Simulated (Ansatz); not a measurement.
# CH2F2SSi: how energies converge with the basis set

One table from this session's results is given with a row withheld; the runs are named, their logs left out.

Program: Ansatz 0.2.0, Gaussian basis. Level of theory: one geometry, several basis sets. These are calculated values, not measurements.

Plan: PBE0-D4/def2-SVP; ωB97M-V/def2-SVP; PBE0-D4/def2-QZVPP; ωB97M-V/def2-QZVPP; the functionals' def2-TZVPP values are taken from earlier runs.

### The geometry

An earlier PBE0-D4 in a triple-zeta def2 set relaxation fixed the geometry.

SMILES `F[C@H]1S[Si@@H]1F`, 7 atoms, charge 0, spin multiplicity 1.

Atoms are counted from 1 here; the program's logs count them from 0.

Bond lengths: F1–C2 1.362 Å, C2–S3 1.869 Å, C2–Si4 1.840 Å, C2–H6 1.087 Å, S3–Si4 2.066 Å, Si4–F5 1.587 Å, Si4–H7 1.470 Å. Angles: F1–C2–S3 114.2°, F1–C2–Si4 121.0°, F1–C2–H6 110.1°, S3–C2–Si4 67.7°, S3–C2–H6 111.7°, Si4–C2–H6 123.9°, C2–S3–Si4 55.5°, C2–Si4–S3 56.8°, C2–Si4–F5 120.7°, C2–Si4–H7 121.9°, S3–Si4–F5 120.1°, S3–Si4–H7 121.3°, F5–Si4–H7 108.3°.

Geometry (Å):

```xyz
7

F    -0.4198   -1.5547    1.1991
C    -0.2876   -0.2459    0.8446
S     1.4825    0.3422    0.7329
Si    0.1837    0.2275   -0.8694
F    -0.3840    1.5547   -1.5293
H    -0.8791    0.3824    1.5057
H     0.3657   -0.7742   -1.9293
```

Set-up of the first run:

in.yaml

```yaml
crystal:
  periodic: [false, false, false]
  atoms:
    - {symbol: F, position_ang: [-0.419835, -1.554703, 1.199125]}
    - {symbol: C, position_ang: [-0.287619, -0.245855, 0.844571]}
    - {symbol: S, position_ang: [1.482468, 0.342202, 0.732887]}
    - {symbol: Si, position_ang: [0.183675, 0.227489, -0.869395]}
    - {symbol: F, position_ang: [-0.383993, 1.554743, -1.529335]}
    - {symbol: H, position_ang: [-0.879138, 0.382361, 1.505669]}
    - {symbol: H, position_ang: [0.365743, -0.774236, -1.929323]}
basis:
  gaussian: {orbitals: def2-SVP}
hamiltonian: {xc: pbe0, dispersion: d4}
output: {orbitals: {seedname: orbitals}}
```

Run with:

```console
> ansatz run in.yaml --threads 2 --pin off --events-out ev --progress --plain --max-ram 4352MiB
```

Steps of the session up to this table: PBE0-D4 in def2-SVP; ωB97M-V in def2-SVP; PBE0-D4 in def2-QZVPP; ωB97M-V in def2-QZVPP.

One of the session's tables, all rows but one given; the rest of the session is left out.

| functional | basis | HOMO (eV) | LUMO (eV) |
| --- | --- | --- | --- |
| PBE0-D4 | def2-SVP | -7.89 | -0.02 |
| PBE0-D4 | def2-TZVPP | ? | ? |
| PBE0-D4 | def2-QZVPP | -7.99 | -0.51 |
| ωB97M-V | def2-SVP | -10.01 | 2.08 |
| ωB97M-V | def2-TZVPP | -10.11 | 1.57 |
| ωB97M-V | def2-QZVPP | -10.15 | 1.22 |

**Question.** Estimate the row for PBE0-D4, def2-TZVPP.

**Answer.** HOMO (eV): -7.95; LUMO (eV): -0.38. In the column «HOMO (eV)» it lies between PBE0-D4, def2-QZVPP (-7.99) and PBE0-D4, def2-SVP (-7.89).
